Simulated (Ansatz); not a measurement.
# YGa2Ru: a short molecular-dynamics run

Aim: set YGa2Ru (a randomly packed cell, 16 atoms, not relaxed) in motion for 60 steps of 3 fs at constant energy, with velocities drawn for 900 K, and see how temperature, energy and positions respond.

Method: DFT PBE, plane waves, PAW, scalar-relativistic, no spin polarisation, in Ansatz 0.2.0.

## (1) The starting structure

The cell holds 16 atoms (Ga8Ru4Y4): a = 5.893 Å, b = 7.753 Å, c = 6.887 Å, α = 103.38°, β = 80.88°, γ = 92.75°.

As a file:

```xyz
16
Lattice="5.8671 -0.1348 0.5364 -0.1802 7.7489 -0.1737 0.4490 -1.4331 6.7213" Properties=species:S:1:pos:R:3 pbc="T T T"
Ga    1.3264    1.1077    2.0825
Ga    5.4841    3.0433    6.3643
Ga    0.4660   -0.5531    4.1709
Ga    2.8851    4.8463    0.5333
Ga    0.4834    6.7735    0.9972
Ga    2.7899    2.8896    1.7802
Ga    2.5070   -1.3008    6.4830
Ga    5.4758    5.3123    3.2430
Ru    2.5379    4.9966    3.0231
Ru    5.2804    3.2611    1.9915
Ru    2.9082   -0.3792    4.2844
Ru    1.8603    4.1623    5.4139
Y     3.8501    2.3818    4.2221
Y     1.7186    1.3650    6.2055
Y     4.6539    0.3916    6.4582
Y     3.7087    7.2361    1.5330
```

## (2) Molecular dynamics

The input, input.yaml:

```yaml
crystal:
  lattice:
    - [5.867067, -0.134775, 0.536387]
    - [-0.180215, 7.748941, -0.173702]
    - [0.44895, -1.4331, 6.721322]
  atoms:
    - { symbol: Ga, position: [0.209451, 0.201764, 0.29834] }
    - { symbol: Ga, position: [0.884133, 0.572923, 0.891132] }
    - { symbol: Ga, position: [0.033398, 0.043685, 0.619008] }
    - { symbol: Ga, position: [0.507297, 0.644498, 0.055509] }
    - { symbol: Ga, position: [0.097683, 0.90614, 0.163985] }
    - { symbol: Ga, position: [0.470341, 0.425157, 0.238315] }
    - { symbol: Ga, position: [0.355991, 0.011507, 0.936434] }
    - { symbol: Ga, position: [0.924475, 0.780955, 0.428906] }
    - { symbol: Ru, position: [0.421777, 0.732603, 0.435046] }
    - { symbol: Ru, position: [0.896611, 0.4803, 0.237151] }
    - { symbol: Ru, position: [0.451697, 0.070479, 0.603213] }
    - { symbol: Ru, position: [0.276963, 0.690141, 0.801218] }
    - { symbol: "Y", position: [0.62424, 0.427226, 0.589392] }
    - { symbol: "Y", position: [0.233735, 0.349187, 0.913626] }
    - { symbol: "Y", position: [0.730814, 0.231264, 0.908504] }
    - { symbol: "Y", position: [0.646854, 0.982396, 0.201852] }
kpoints:
  mp_grid: { grid: [3, 2, 2] }
magnetization:
  spin_polarized: false
scf:
  occupations: { method: gaussian, width: 0.1 }
hamiltonian:
  pseudopotentials: { kind: paw }
  xc: pbe
basis:
  ecutwfc: 420
md:
  timestep: 3.0
  n_steps: 60
  ensemble: nve
  temperature: 900.0
  initial_velocities: maxwell_boltzmann
  seed: 666843
```

Launch:

```
ansatz run input.yaml --threads 2 --pin off --max-ram 2560MiB --backend cpu --events-out ev --progress --plain --runs-dir out
```

What it wrote, shortened:

```text
Warning: md: disabling space-group detection — thermal motion breaks the input geometry's symmetry, so no spatial operation reduces the k-mesh or symmetrises the density; time reversal is kept, so that k and −k are solved as one point where they differ and the mesh holds both, and exact [...]
Warning: RAYON_NUM_THREADS=2 ignored (pool sized by the plan → 2); use --threads N
[...]
Pseudopotentials: kind: paw
Pseudopotential: Ga, paw, valence charge 13, recommended cutoff 420 eV (normal), Ga.paw.azcp
Pseudopotential: Ru, paw, valence charge 16, recommended cutoff 420 eV (normal), Ru.paw.azcp
Pseudopotential: Y, paw, valence charge 11, recommended cutoff 420 eV (normal), Y.paw.azcp
Functional definition: PBE
[...]
Crystal: 16 atoms, lattice volume = 302.234 Å³
Basis set: ecut = 420 eV, 5915 PW (Γ), exchange–correlation on 80×108×96 points (8 copies of the dense FFT grid, shifted against one another)
Bands: 128, of which v1, the nominal top of the filled ones, is band 106 counted from 1 (105 counted from 0)
Symmetry: 1 space group operations
k-points: 8 of 12 (time reversal used)
[...]
SCF iter   1: F=—  HF=-69168.677221 eV  |F-HF|=—  |Δ(HF+E_count)|=         —  Δρ=8.45e-3  dr2=3.06e-1  ethr=1.77e-3  ⟨swp⟩=5.6  Hψ=3570  notcnv=0  defer=3
[...]
md step     0: t =     0.00 fs  T =   900.0 K  F+E_penalty+E_count = -69168.64826569 eV  E_kin = 1.745010 eV  conserved = -69166.90325570 eV  (11 SCF iters)
[...]
md step     1: t =     3.00 fs  T =   946.4 K  F+E_penalty+E_count = -69168.73864141 eV  E_kin = 1.834996 eV  conserved = -69166.90364528 eV  (9 SCF iters)
[...]
SCF iter   9: F=-69168.847907 eV  HF=-69168.847907 eV  |F-HF|=3.25e-9  |Δ(HF+E_count)|=   3.09e-8  Δρ=1.36e-6  dr2=8.37e-9  ethr=7.55e-12  ⟨swp⟩=4.2  Hψ=3354  notcnv=0
[...]
```

## (3) The output, continued

Output, continued, shortened:

```text
md step     2: t =     6.00 fs  T =  1002.6 K  F+E_penalty+E_count = -69168.84790716 eV  E_kin = 1.943892 eV  conserved = -69166.90401500 eV  (9 SCF iters)
[...]
md step    16: t =    48.00 fs  T =  1897.3 K  F+E_penalty+E_count = -69170.58510077 eV  E_kin = 3.678750 eV  conserved = -69166.90635124 eV  (5 SCF iters)
[...]
md step    30: t =    90.00 fs  T =  1828.6 K  F+E_penalty+E_count = -69170.45114221 eV  E_kin = 3.545473 eV  conserved = -69166.90566908 eV  (10 SCF iters)
[...]
md step    44: t =   132.00 fs  T =  1715.2 K  F+E_penalty+E_count = -69170.22967468 eV  E_kin = 3.325648 eV  conserved = -69166.90402641 eV  (5 SCF iters)
[...]
md step    58: t =   174.00 fs  T =  1602.4 K  F+E_penalty+E_count = -69170.00767234 eV  E_kin = 3.106939 eV  conserved = -69166.90073300 eV  (5 SCF iters)
[...]
md step    60: t =   180.00 fs  T =  1691.9 K  F+E_penalty+E_count = -69170.18198385 eV  E_kin = 3.280398 eV  conserved = -69166.90158596 eV  (9 SCF iters)
SCF converged after 9 iterations
Free energy (F): -69170.181984 eV
[...]
E sigma→0 (E₀):  -69170.147111 eV
Entropy (-TS):   -0.069746 eV (-4.359 meV/atom)
Fermi energy:    13.010795 eV
[...]
--- Forces (eV/Å), atoms counted from 1 ---
  atom   1  Ga    -0.01001419    -0.18170412    -0.17763765
  atom   2  Ga    -2.23162823    -1.81531786    -2.84865726
  atom   3  Ga    -0.66900946    -0.74331905    -2.16211604
  atom   4  Ga     1.06939157    -0.13599586     0.73344344
  atom   5  Ga     1.83524880     2.03927194     3.39774491
  atom   6  Ga     1.04487124     0.51877889    -0.45996365
  atom   7  Ga     0.77651380    -0.24658047    -0.26284619
  atom   8  Ga     0.72118638     2.29954771    -0.96404924
[...]
--- MD trajectory: 60 steps, t = 0.0 → 180.0 fs ---
  final state: T = 1691.9 K   F+E_penalty+E_count = -69170.18198385 eV   E_kin = 3.280398 eV
  conserved energy: peak-to-peak 9.334e-3 eV (5.833e-4 eV/atom) over 180.0 fs
```

It took 21 min on 2 threads of an Arm CPU, shared host; peak memory 1.2 GiB.

## (4) What the atoms did

One step in 3; energies are changes from step 0; msd is the mean square displacement from the start, the centre of mass held:

```
time (fs)  T (K)  potential energy change (meV/atom)  total energy change (meV/atom)  msd Ga (Å²)  msd Ru (Å²)  msd Y (Å²)
      0.0    900                                 0.0                            0.00        0.000        0.000       0.000
      9.0   1065                               -20.1                           -0.07        0.003        0.001       0.002
     18.0   1271                               -45.0                           -0.09        0.015        0.005       0.006
     27.0   1476                               -69.9                           -0.09        0.038        0.012       0.013
     36.0   1676                               -94.1                           -0.11        0.071        0.023       0.023
     45.0   1852                              -115.6                           -0.17        0.115        0.039       0.037
     54.0   1951                              -127.6                           -0.24        0.168        0.063       0.056
     63.0   1918                              -123.6                           -0.21        0.225        0.094       0.080
     72.0   1805                              -109.7                           -0.07        0.281        0.133       0.109
     81.0   1760                              -104.3                           -0.02        0.330        0.175       0.141
     90.0   1829                              -112.7                           -0.15        0.372        0.220       0.173
     99.0   1882                              -119.3                           -0.24        0.412        0.266       0.202
    108.0   1828                              -112.7                           -0.23        0.458        0.315       0.223
    117.0   1698                               -96.9                           -0.12        0.510        0.368       0.237
    126.0   1642                               -89.9                            0.00        0.566        0.424       0.245
    135.0   1782                              -107.0                           -0.11        0.620        0.480       0.250
    144.0   2003                              -134.0                           -0.35        0.671        0.533       0.255
    153.0   2050                              -139.7                           -0.41        0.716        0.583       0.263
    162.0   1847                              -114.9                           -0.20        0.757        0.633       0.271
    171.0   1621                               -87.3                            0.11        0.788        0.684       0.274
    180.0   1692                               -95.9                            0.10        0.805        0.737       0.274
```

time (fs), T (K) and a bar:
```
      0.0        900 
      9.0       1065 ####
     15.0       1201 ########
     24.0       1408 #############
     30.0       1544 #################
     39.0       1739 ######################
     48.0       1897 ##########################
     54.0       1951 ###########################
     63.0       1918 ##########################
     69.0       1843 ########################
     78.0       1760 ######################
     87.0       1800 #######################
     93.0       1855 #########################
    102.0       1877 #########################
    111.0       1788 #######################
    117.0       1698 #####################
    126.0       1642 ###################
    132.0       1715 #####################
    141.0       1937 ###########################
    150.0       2065 ##############################
    156.0       2004 ############################
    165.0       1756 ######################
    171.0       1621 ###################
    180.0       1692 ####################
```

Pair distribution over the second half of the run:

```
r (Å)  g Ga–Ga  g Ga–Ru  g Ga–Y
 0.68     0.00     0.00    0.00
 0.84     0.00     0.00    0.00
 1.00     0.00     0.00    0.00
 1.16     0.00     0.00    0.00
 1.32     0.00     0.00    0.00
 1.48     0.00     0.00    0.00
 1.64     0.00     0.00    0.00
 1.80     0.00     0.00    0.00
 1.96     0.00     0.00    0.00
 2.12     0.61     0.02    0.00
 2.28     1.52     0.72    0.00
 2.44     2.23     1.70    0.14
 2.60     2.22     3.09    0.66
 2.76     1.92     3.92    1.49
```

First peaks of g(r) (not always the tallest), and, where a minimum follows, the mean number of second-named atoms round a first-named one up to the next minimum:

```
 pair  peak (Å)  height  minimum (Å)  neighbours
Ga–Ga      2.44     2.2            -           -
```

## (5) Frames from the trajectory

Extended XYZ, with forces in eV/Å:

```xyz
16
Lattice="5.867 -0.135 0.536 -0.180 7.749 -0.174 0.449 -1.433 6.721" Properties=species:S:1:pos:R:3:forces:R:3 pbc="T T T" time_fs=30.0 T=1544 dE=-1.2498
Ga    1.144    1.306    2.189   -1.533   -0.769    0.633
Ga    5.689    3.057    6.552   -0.632    2.170   -0.406
Ga    0.508   -0.467    4.144    0.308   -0.365   -0.882
Ga    2.793    4.758    0.397    0.381    0.720    0.374
Ga    0.401    6.673    0.954    0.401   -0.977    0.260
Ga    2.848    2.831    1.890   -0.559    1.128   -0.072
Ga    2.370   -1.351    6.322    0.112   -0.469   -0.219
Ga    5.527    5.035    3.339   -0.327    0.544    1.015
Ru    2.539    5.022    3.017   -0.244   -0.046   -0.384
Ru    5.318    3.155    1.909    0.653   -1.240    1.322
Ru    3.010   -0.288    4.345    0.623    0.855   -1.138
Ru    1.903    4.178    5.291   -0.435    0.257   -0.471
Y     3.961    2.507    4.229    0.981   -0.102    0.650
Y     1.668    1.312    6.200   -0.009   -0.572   -1.021
Y     4.611    0.441    6.547    0.322   -0.812   -1.206
Y     3.592    7.302    1.509   -0.043   -0.321    1.544
16
Lattice="5.867 -0.135 0.536 -0.180 7.749 -0.174 0.449 -1.433 6.721" Properties=species:S:1:pos:R:3:forces:R:3 pbc="T T T" time_fs=60.0 T=1943 dE=-2.0266
Ga    0.799    1.423    2.378    0.642   -1.240    0.168
Ga    5.828    3.302    6.707   -2.304   -0.346   -0.292
Ga    0.593   -0.423    4.019   -0.183   -1.077   -0.694
Ga    2.734    4.756    0.297    0.638    0.552    0.644
Ga    0.373    6.454    0.943    0.875    0.536    1.227
Ga    2.839    2.885    1.995   -0.970   -0.346   -0.883
Ga    2.252   -1.445    6.121    0.434    0.645    0.744
Ga    5.537    4.805    3.548    0.771    1.767    0.233
Ru    2.517    5.050    2.983   -0.372    0.893   -0.491
Ru    5.401    2.962    1.921   -0.623    1.031    0.107
Ru    3.163   -0.127    4.318    0.425    0.327   -0.670
Ru    1.910    4.206    5.125   -0.122   -1.505   -0.805
Y     4.156    2.619    4.289    0.006   -1.014    1.337
Y     1.606    1.219    6.102    0.611    0.362   -0.347
Y     4.597    0.420    6.535    0.101   -0.423   -0.895
Y     3.475    7.344    1.629    0.071   -0.163    0.618
16
Lattice="5.867 -0.135 0.536 -0.180 7.749 -0.174 0.449 -1.433 6.721" Properties=species:S:1:pos:R:3:forces:R:3 pbc="T T T" time_fs=90.0 T=1829 dE=-1.8029
Ga    0.527    1.381    2.596    1.554   -0.845   -0.405
Ga    5.706    3.522    6.802   -0.978   -1.051   -0.777
Ga    0.666   -0.510    3.822    0.297   -1.434    0.863
Ga    2.745    4.825    0.271   -0.189    0.501    0.231
Ga    0.465    6.298    1.090    1.440    0.926    1.477
Ga    2.723    2.909    2.008   -0.188   -0.737   -0.177
Ga    2.186   -1.487    5.998    0.588   -0.284    0.264
Ga    5.633    4.777    3.788    0.822    0.926   -0.418
Ru    2.466    5.149    2.906   -0.324    1.067   -0.558
Ru    5.431    2.857    1.940   -1.422    2.451   -0.769
Ru    3.347    0.058    4.243   -0.522   -0.741    1.083
Ru    1.892    4.116    4.904   -1.129   -1.921    0.493
Y     4.347    2.648    4.462   -1.339   -0.217   -0.179
Y     1.595    1.163    5.971    0.162    1.726    0.406
Y     4.597    0.349    6.446    0.305   -0.862    0.529
Y     3.371    7.374    1.793    0.923    0.494   -2.063
16
Lattice="5.867 -0.135 0.536 -0.180 7.749 -0.174 0.449 -1.433 6.721" Properties=species:S:1:pos:R:3:forces:R:3 pbc="T T T" time_fs=120.0 T=1662 dE=-1.4793
Ga    0.423    1.259    2.754    0.263    1.297   -1.530
Ga    5.494    3.636    6.837    2.464    0.574    1.286
Ga    0.781   -0.727    3.738    1.013    2.425    2.864
Ga    2.725    4.952    0.276   -1.276    0.084   -0.105
Ga    0.694    6.240    1.365   -1.451   -0.030   -2.897
Ga    2.576    2.852    1.996    0.070   -0.031    0.410
Ga    2.188   -1.557    5.910    0.275   -0.958   -0.118
Ga    5.803    4.829    3.984   -1.363   -2.397   -0.436
Ru    2.394    5.326    2.793    1.194   -0.881    0.762
Ru    5.350    2.933    1.910   -0.524    0.278    0.439
Ru    3.491    0.187    4.245   -0.944   -1.032    0.907
Ru    1.794    3.869    4.712   -0.358   -0.927    0.644
Y     4.419    2.659    4.614   -1.478    0.843   -1.878
Y     1.603    1.257    5.875   -0.031    0.892    0.643
Y     4.628    0.196    6.402    0.590   -0.954    1.099
Y     3.354    7.448    1.779    1.556    0.817   -2.089
16
Lattice="5.867 -0.135 0.536 -0.180 7.749 -0.174 0.449 -1.433 6.721" Properties=species:S:1:pos:R:3:forces:R:3 pbc="T T T" time_fs=150.0 T=2065 dE=-2.2651
Ga    0.364    1.266    2.738    0.056    0.347   -0.893
Ga    5.521    3.796    6.993    0.509   -0.194   -0.122
Ga    0.997   -0.720    3.958   -0.001    1.476    0.359
Ga    2.588    5.088    0.261    0.642   -0.329   -0.588
Ga    0.751    6.212    1.352   -2.180    1.333   -0.718
Ga    2.440    2.789    2.027    0.483    0.382    0.232
Ga    2.232   -1.735    5.817    0.736   -0.576    0.303
Ga    5.848    4.688    4.110   -0.384    1.560   -1.387
Ru    2.425    5.436    2.743    1.416   -1.304    1.080
Ru    5.221    3.048    1.908   -0.178   -0.091    0.376
Ru    3.561    0.228    4.315   -0.478   -1.158   -0.691
Ru    1.667    3.541    4.573    0.516    0.378    0.237
Y     4.349    2.732    4.615   -1.192   -0.430   -0.520
Y     1.606    1.427    5.845   -0.448   -1.226    1.316
Y     4.708   -0.037    6.444    0.152    0.378   -0.716
Y     3.475    7.587    1.593    0.349   -0.545    1.731
16
Lattice="5.867 -0.135 0.536 -0.180 7.749 -0.174 0.449 -1.433 6.721" Properties=species:S:1:pos:R:3:forces:R:3 pbc="T T T" time_fs=180.0 T=1692 dE=-1.5337
Ga    0.313    1.323    2.612   -0.010   -0.182   -0.178
Ga    5.590    3.914    7.103   -2.232   -1.815   -2.849
Ga    1.219   -0.522    4.230   -0.669   -0.743   -2.162
Ga    2.508    5.195    0.197    1.069   -0.136    0.733
Ga    0.607    6.349    1.274    1.835    2.039    3.398
Ga    2.367    2.770    2.083    1.045    0.519   -0.460
Ga    2.365   -1.989    5.750    0.777   -0.247   -0.263
Ga    5.839    4.685    4.085    0.721    2.300   -0.964
Ru    2.564    5.444    2.776   -0.706   -0.166   -0.073
Ru    5.074    3.155    1.938   -0.097   -0.161    0.129
Ru    3.590    0.173    4.339    0.141   -0.680   -0.585
Ru    1.562    3.250    4.447   -0.847    1.794   -0.725
Y     4.175    2.775    4.554    0.470   -0.476    0.051
Y     1.571    1.492    5.952   -0.283   -1.705    2.705
Y     4.807   -0.238    6.416   -0.122    1.131   -2.075
Y     3.626    7.676    1.561   -1.093   -1.472    3.317
```

## (6) Summary of results

| quantity | value |
| --- | --- |
| length | 60 steps of 3 fs |
| temperature, first and last step | 900 and 1692 K |
| temperature, second half | mean 1809 K, from 1602 to 2065 K |
| potential energy, second half | -110 meV/atom from the start |
| largest change of the total energy | 0.43 meV/atom |
| mean square displacement, second half | Ga 0.608, Ru 0.477, Y 0.244 Å² |

**Reading.** The temperature starts at 900 K and averages 1809 K in the second half, where it ranges from 1602 to 2065 K; the start was no minimum (force components up to 2.1 eV/Å), and the potential energy that it sheds (110 meV/atom) turns into motion. The total energy strays from its start by at most 0.43 meV/atom, 0.2 % of the mean kinetic energy, so a step of 3 fs is short enough over this time. Over the second half Ga atoms stand 0.8 Å (root mean square) from where they began, and the farthest move is 1.4 Å. 180 fs on 16 atoms is far too short and small for converged averages. The k-mesh is coarse for this cell.
